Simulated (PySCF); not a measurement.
# Cl6Ir ([IrCl6]3-): the cost of one run

Computed with PySCF 2.14.0 and routines of our own; the level stands in each step. Atoms count from 0.

## 1. The starting structure

7 atoms, charge -3, multiplicity 1; geometry from: GFN2-xTB.

## 2. Optimising the geometry at PBE0-D3(BJ)/def2-SVP

The job: settings as JSON, then the geometry in Å.

```
{"job": {"xc": "PBE0", "basis": "def2-SVP", "d3": "d3bj", "grid": 1, "maxiter": 30, "shake": 0.03, "kind": "geom"}, "charge": -3, "multiplicity": 1}
Ir     0.062760    -0.077680     0.012130
Cl    -0.035840    -0.023040     2.361160
Cl    -0.042830     0.002340    -2.394590
Cl     2.468870     0.009690     0.008330
Cl    -2.375910    -0.017780    -0.051930
Cl    -0.021280     2.380250     0.003810
Cl     0.036100    -2.375800    -0.007450
```

Run with:

```console
$ OMP_NUM_THREADS=2 python heavy_run.py task.json out
```

One launch serves the whole session: the jobs run in the order shown.

Q: Estimate the wall time and peak memory of this first job on 2 threads of Arm Neoverse V1, shared host.

About 59 s, with a peak of 0.66 GiB.
